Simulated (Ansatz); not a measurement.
C₂H₅AlO, SMILES C=[CH][AlH][OH]: an atomisation energy, run with the Ansatz DFT code, driven from Python.

The script, `c2h5alo_tae.py`:
```python
'''Energy to split C2H5AlO into its atoms.'''

from collections import Counter

import ansatz as az


def single_point(molecule, charge=0, unpaired=0):
    calc = (
        molecule.calculation()
        .basis(gaussian='6-31G*')
        .functional('R2SCAN0')
    )
    if charge:
        calc = calc.charge(charge)
    if unpaired:
        calc = calc.spin('collinear', total=unpaired)
    report = calc.run(threads=1, pin='off').report
    if report['published_state_doubts']:
        print('  doubts:', report['published_state_doubts'])
    return report['free_energy_ev']

system = (
    az.Crystal.molecule()
    .atom('C', (0.3293, 1.2503, -0.9111))
    .atom('C', (0.5601, -0.0086, -0.8593))
    .atom('Al', (-0.012, -1.1022, 0.6755))
    .atom('O', (-0.8205, -0.3251, 2.0777))
    .atom('H', (0.593, 1.8684, -1.8033))
    .atom('H', (-0.2592, 1.8067, -0.1233))
    .atom('H', (1.1308, -0.4811, -1.6655))
    .atom('H', (0.4111, -2.6437, 0.7196))
    .atom('H', (-1.8441, -0.4111, 1.8726))
)

# Hund ground states
unpaired = {'C': 2, 'Al': 1, 'O': 2, 'H': 1}
counts = Counter(site.symbol for site in system.cartesian_sites)
atom_energy = {s: single_point(az.Crystal.molecule().atom(s, (0, 0, 0)), 0, unpaired[s]) for s in counts}
whole = single_point(system, 0, 0)
for s, e in atom_energy.items():
    print(f'{s:2s} x{counts[s]}  {e:14.5f} eV')
print(f'C2H5AlO: {whole:.5f} eV')
split = sum(counts[s] * e for s, e in atom_energy.items()) - whole
print(f'atomisation energy (no zero-point term): {split:.3f} eV, {split / sum(counts.values()):.3f} eV an atom')
```

What does it cost to take this molecule apart into atoms?

33.639 eV from the electronic energies, without the zero-point term.

The output:

```console
$ python c2h5alo_tae.py
C  x2     -1029.18038 eV
Al x1     -6593.60203 eV
O  x1     -2041.46916 eV
H  x5       -13.55743 eV
C2H5AlO: -10794.85800 eV
atomisation energy (no zero-point term): 33.639 eV, 3.738 eV an atom
```

Caveats:
- Total energies depend on the basis set; only differences at equal settings carry meaning.
- The geometry is a force-field or estimated start, not a minimum of this method, and the basis set is short of its limit. All parts are taken at fixed geometry, without zero-point energy.
- Wall time of the script: 6.8 s on 1 thread of Arm Neoverse V1, on a shared host, peak memory 0.21 GiB.
